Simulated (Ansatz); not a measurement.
**CH3NSi: interaction energy of a dimer with the counterpoise correction, by script**

How strongly do two molecules of CH3NSi bind, and how much of that is basis error? A script is to give the interaction energy of a dimer with the counterpoise correction; the system is CH3NSi. SMILES: N#C[SiH3].

Computed with Ansatz 0.2.0, driven from Python. Level of theory: r2SCAN/cc-pVDZ.

**1. Starting point**

Bond lengths: N1–C2 1.224 Å, C2–Si3 1.896 Å, Si3–H4 1.396 Å, Si3–H5 1.509 Å, Si3–H6 1.497 Å. Angles: N1–C2–Si3 179.0°, C2–Si3–H4 111.7°, C2–Si3–H5 109.9°, C2–Si3–H6 110.9°, H4–Si3–H5 106.4°, H4–Si3–H6 110.7°, H5–Si3–H6 107.0°.

No structure file is read: the coordinates are typed or built in the script.

**2. The script**

Input file dimer_ch3nsi.py:

```python
'''Interaction energy of two CH3NSi molecules, with the counterpoise correction.'''

import logging
import sys

import ansatz as az

logging.basicConfig(stream=sys.stdout, format='%(levelname)s %(message)s')
log = logging.getLogger('ansatz_job')
log.setLevel(logging.INFO)

BASIS_SET = 'cc-pVDZ'
FUNCTIONAL = 'r2SCAN'

FIRST = [
    ('N', (1.1562, -1.9773, 1.1091)),
    ('C', (0.5805, -1.0317, 0.5865)),
    ('Si', (-0.2928, 0.4296, -0.2486)),
    ('H', (-1.3771, 0.01, -1.022)),
    ('H', (0.6583, 1.1265, -1.19)),
    ('H', (-0.725, 1.4431, 0.765)),
]
SECOND = [
    ('N', (1.5075, 2.2789, -2.7559)),
    ('C', (0.8913, 2.5714, -3.7724)),
    ('Si', (-0.0864, 3.037, -5.329)),
    ('H', (0.2194, 4.3281, -5.7642)),
    ('H', (-1.565, 3.027, -5.029)),
    ('H', (0.1443, 2.0403, -6.4221)),
]

def energy(atoms, ghosts=()):
    molecule = az.Crystal.molecule()
    for symbol, xyz in atoms:
        molecule = molecule.atom(symbol, xyz)
    calc = (
        molecule.calculation()
        .basis(gaussian=BASIS_SET)
        .functional(FUNCTIONAL)
    )
    deck = calc.input()
    if ghosts:
        deck = deck.set(az.key.basis.gaussian.ghost_atoms, [{'symbol': s, 'position_ang': list(xyz)} for s, xyz in ghosts])
    return az.Session.from_dict(deck).plan().execute().report['free_energy_ev']


def main() -> None:
    # ghost atoms carry the functions of the partner
    both = energy(FIRST + SECOND)
    alone = energy(FIRST) + energy(SECOND)
    ghosted = energy(FIRST, SECOND) + energy(SECOND, FIRST)
    log.info(f'dimer {both:.6f} eV')
    log.info(f'interaction, uncorrected   {23.060548 * (both - alone):8.3f} kcal/mol')
    log.info(f'interaction, counterpoise  {23.060548 * (both - ghosted):8.3f} kcal/mol')
    log.info(f'basis-set superposition    {23.060548 * (alone - ghosted):8.3f} kcal/mol')


if __name__ == '__main__':
    main()
```

**3. The calls as engine input**

The engine receives this input (first run):

```yaml
crystal:
  periodic: [false, false, false]
  atoms:
    - { symbol: "N", position_ang: [1.1562, -1.9773, 1.1091] }
    - { symbol: C, position_ang: [0.5805, -1.0317, 0.5865] }
    - { symbol: Si, position_ang: [-0.2928, 0.4296, -0.2486] }
    - { symbol: H, position_ang: [-1.3771, 0.01, -1.022] }
    - { symbol: H, position_ang: [0.6583, 1.1265, -1.19] }
    - { symbol: H, position_ang: [-0.725, 1.4431, 0.765] }
    - { symbol: "N", position_ang: [1.5075, 2.2789, -2.7559] }
    - { symbol: C, position_ang: [0.8913, 2.5714, -3.7724] }
    - { symbol: Si, position_ang: [-0.0864, 3.037, -5.329] }
    - { symbol: H, position_ang: [0.2194, 4.3281, -5.7642] }
    - { symbol: H, position_ang: [-1.565, 3.027, -5.029] }
    - { symbol: H, position_ang: [0.1443, 2.0403, -6.4221] }
basis:
  gaussian:
    orbitals: cc-pVDZ
hamiltonian:
  xc: r2scan
```

**4. Launch**

On the command line:

```
$ python dimer_ch3nsi.py
```

**Question.** How large is the interaction at this pose, and how much of it is basis-set superposition?

The runs gave:

| quantity | value |
| --- | --- |
| interaction energy, uncorrected | 1.006 kcal/mol |
| interaction energy, counterpoise | 1.748 kcal/mol |
| runs compared | 5 |

In words: The pair is unbound at this geometry and level. Uncorrected it is 1.006 kcal/mol, with the counterpoise correction 1.748 kcal/mol; the difference, 0.74 kcal/mol, is the superposition error. The pose is repulsive. Notes:
- The dimer is a generated trial pose of unrelaxed monomers, not a minimum, so the figure is no binding energy, and the basis set is small.
- This level lacks the dispersion part of the attraction (electrostatics and induction are there), which can decide the sign where the interaction is weak.
